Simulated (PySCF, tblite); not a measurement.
# C4H9NOSi2: geometry, infrared bands and NMR shifts

Aim: predict the infrared bands and NMR shifts of C4H9NOSi2 (`N#C[Si@H]1CC[SiH2]OC1`).

The runs use tblite 0.8.0 and PySCF 2.14.0, with density-fitted response routines of our own; the level of theory stands in each step. All values are computed, except where a source is named. Atoms are numbered from 0 throughout.

## Step 1: The starting structure

17 atoms, charge 0, multiplicity 1; geometry from: force field or distance geometry start.

Bonds of the start (Å): N0–C1 1.14, C1–Si2 1.83, Si2–C3 1.85, C3–C4 1.50, C4–Si5 1.88, Si5–O6 1.70, O6–C7 1.38, C7–Si2 1.86, Si2–H8 1.46, C3–H9 1.12, C3–H10 1.10, C4–H11 1.11, C4–H12 1.11, Si5–H13 1.49, Si5–H14 1.49, C7–H15 1.09, C7–H16 1.11.

## Step 2: Optimising the geometry with GFN2-xTB

What the job is given:

```
{"job": {"kind": "relax", "xc": "GFN2-xTB", "basis": "xTB"}, "charge": 0, "multiplicity": 1}
N     -2.085100     2.130200     1.477700
C     -1.108400     1.559900     1.305000
Si     0.465800     0.663900     1.037100
C      0.227400    -1.171500     0.973500
C     -0.428300    -1.582900    -0.314300
Si    -0.777400    -0.109300    -1.433800
O      0.621500     0.825100    -1.682100
C      1.316500     1.169100    -0.537600
H      1.338700     0.957800     2.169900
H     -0.392300    -1.541500     1.828100
H      1.237000    -1.617700     0.985100
H     -1.399300    -2.080500    -0.133900
H      0.262600    -2.230500    -0.893600
H     -1.204300    -0.589200    -2.775800
H     -1.901800     0.723400    -0.933700
H      1.520900     2.244400    -0.562700
H      2.299500     0.661400    -0.518800
```

Run with:

```
$ OMP_NUM_THREADS=1 python probes_run.py task.json out
```

The driver reads the jobs from task.json and runs them one after another.

**Question.** This job is followed by: GFN2-xTB harmonic vibrations, gas phase; GIAO PBE0/pcSseg-1 NMR shielding, non-relativistic, gas phase. Predict these results of the whole session: strongest single infrared mode (GFN2-xTB); zero-point energy (GFN2-xTB); ¹³C shifts against TMS (PBE0/pcSseg-1); ¹H shifts against TMS (PBE0/pcSseg-1); ¹⁵N shifts against NH3 (PBE0/pcSseg-1); ²⁹Si shifts against TMS (PBE0/pcSseg-1); ¹⁷O shifts against H2O (PBE0/pcSseg-1); surface potential, 1st and 99th percentile.

As calculated:

| quantity | value |
| --- | --- |
| strongest single infrared mode (GFN2-xTB) | 2228 cm⁻¹, 335 km/mol |
| zero-point energy (GFN2-xTB) | 75.3 kcal/mol |
| ¹³C shifts against TMS (PBE0/pcSseg-1) | 124.3, 56.0, 8.7, 8.2 ppm |
| ¹H shifts against TMS (PBE0/pcSseg-1) | 5.08, 4.76, 4.50, 4.43, 4.23, 1.80, 1.46, 0.96, 0.85 ppm |
| ¹⁵N shifts against NH3 (PBE0/pcSseg-1) | 365.7 ppm |
| ²⁹Si shifts against TMS (PBE0/pcSseg-1) | -22.1, -62.6 ppm |
| ¹⁷O shifts against H2O (PBE0/pcSseg-1) | -3.6 ppm |
| surface potential, 1st and 99th percentile | -1.66 V and 1.50 V |

In words: Relaxing lowered the energy by 0.806 eV in 176 steps; the close pair that moved most is Si5–O6, from 1.700 to 1.621 Å. No mode is imaginary among the 45: a minimum at this level. The strongest single mode, at 2228 cm⁻¹, moves mainly H8. Unscaled tight-binding wavenumbers are off by several per cent, some by more. Its intensities can rank the bands wrongly. C1 (nitrile carbon) lies farthest downfield among carbon, at 124.3 ppm; C≡N carbons fall here, among the sp2 signals but without a proton. At PBE0/pcSseg-1: The widest tensor belongs to N0: span 592 ppm, with a paramagnetic part of -435 ppm. At PBE0/pcSseg-1, counted by nearest atom on the grid, the HOMO lies on O6 33 %; C4, C7 about 12 % each, the LUMO on C1 25 %; N0 25 %.
